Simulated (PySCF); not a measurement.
# r2SCAN/6-31G(d) (spherical functions) run of Ge2H6O2 (SMILES [OH][GeH2][GeH2][OH])

Aim: the vertical ionisation energy of Ge2H6O2 at r2SCAN/6-31G* (spherical functions), from 2 runs. 

The calculation is run with PySCF 2.14.0.

4 further runs of the same task are left out: 4 set aside as unsound or not needed.

## 1. The molecule

The species is Ge2H6O2 (10 atoms), meant as a singlet with charge 0. SMILES: `[OH][GeH2][GeH2][OH]`. The shape is that of a PBE0-D4/def2-TZVP optimisation. This is one conformer, not always the lowest.

Bond lengths: O1–Ge2 1.791 Å, Ge2–Ge3 2.444 Å, Ge3–O4 1.791 Å, O1–H5 0.960 Å, Ge2–H6 1.534 Å, Ge2–H7 1.547 Å, Ge3–H8 1.534 Å, Ge3–H9 1.547 Å, O4–H10 0.960 Å. Some angles: O1–Ge2–Ge3 109.9°, Ge2–Ge3–O4 109.9°, O1–Ge2–H6 103.9°, O1–Ge2–H7 109.4°, Ge3–Ge2–H6 113.2°, Ge3–Ge2–H7 110.2°, Ge2–O1–H5 112.5°, Ge2–Ge3–H8 113.2°, Ge2–Ge3–H9 110.2°, O4–Ge3–H8 103.9°.

## 2. A single-point energy at r2SCAN/6-31G(d) (spherical functions)

run.py reads:

```python
from pyscf import gto, dft

molecule = gto.Mole()
molecule.atom = '''
O     -0.584492     4.639278    -0.012094
Ge     1.135158     1.859679     0.863038
Ge    -1.363437    -1.901820    -0.102423
O      0.582981    -4.661387     0.109226
H     -0.803134     4.784976    -1.806389
H      1.625164     2.208145     3.699706
H      3.672683     1.788437    -0.588272
H     -3.478041    -2.391826     1.819995
H     -2.485746    -1.706801    -2.795283
H      1.855522    -4.715056    -1.181835
'''
molecule.spin = 0
molecule.basis = '6-31g*'
molecule.unit = 'bohr'
molecule.verbose = 3
molecule.max_memory = 1860
molecule.build()

mf = dft.RKS(molecule)
mf.xc = 'r2scan'
mf.grids.level = 5
mf.conv_tol = 1e-10
mf.kernel()
if not mf.converged:
    mf = mf.newton().run(mf.mo_coeff, mf.mo_occ)

e_final = mf.e_tot
print('E = %.10f Eh' % e_final)
```

On the command line:

```
$ OMP_NUM_THREADS=1 python run.py
```

The log of the run:

```text
converged SCF energy = -4307.39677928633
E = -4307.3967792863 Eh
```

It took 74 s on 1 thread of Arm Neoverse V1, shared host; peak memory 0.58 GiB.

## 3. The doublet cation, same level

job.py reads:

```python
from pyscf import gto, dft

molecule = gto.M(
    atom=[
    ('O', (-0.309300, 2.455000, -0.006400)),
    ('Ge', (0.600700, 0.984100, 0.456700)),
    ('Ge', (-0.721500, -1.006400, -0.054200)),
    ('O', (0.308500, -2.466700, 0.057800)),
    ('H', (-0.425000, 2.532100, -0.955900)),
    ('H', (0.860000, 1.168500, 1.957800)),
    ('H', (1.943500, 0.946400, -0.311300)),
    ('H', (-1.840500, -1.265700, 0.963100)),
    ('H', (-1.315400, -0.903200, -1.479200)),
    ('H', (0.981900, -2.495100, -0.625400)),
],
    charge=1,
    spin=1,
    basis='6-31g*',
    verbose=3,
    max_memory=1860,
)

calc0 = dft.UKS(molecule, xc='r2scan')
calc0.conv_tol = 1e-10
calc0.grids.level = 5
calc0.kernel()
if not calc0.converged:
    calc0 = calc0.newton().run(calc0.mo_coeff, calc0.mo_occ)

e_tot = calc0.e_tot
print('E = %.10f Eh' % e_tot)
```

On the command line:

```
$ OMP_NUM_THREADS=1 python job.py
```

The log of the run:

```text
WARN: HOMO -0.29078881044352 >= LUMO -0.290788810443519

converged SCF energy = -4307.06532286754  <S^2> = 0.75537913  2S+1 = 2.0053719
E = -4307.0653228675 Eh
```

Run time: 2.7 min. Hardware: 1 thread of Arm Neoverse V1, shared host; peak memory 0.6 GiB.

## 4. Outcome

Level: r2SCAN/6-31G* (spherical functions).

| quantity | value |
| --- | --- |
| singlet Ge2H6O2: total energy | -4307.39678 Eh |
| singlet Ge2H6O2: dipole moment | 2.35 D |
| singlet Ge2H6O2: HOMO energy | -6.21 eV |
| singlet Ge2H6O2: LUMO energy | -1.06 eV |
| singlet Ge2H6O2: HOMO–LUMO gap | 5.14 eV |
| doublet cation: total energy | -4307.06532 Eh |
| doublet cation: HOMO energy (highest over α and β) | -12.84 eV |
| doublet cation: LUMO energy (lowest over α and β) | -11.81 eV |
| doublet cation: ⟨S²⟩ | 0.755 |
| vertical ionisation energy (to the doublet cation) | 9.019 eV |

**Reading.** The vertical ionisation energy comes to 9.02 eV (870 kJ/mol). −ε(HOMO) before ionisation, 6.21 eV, is 2.81 eV below this ionisation energy.
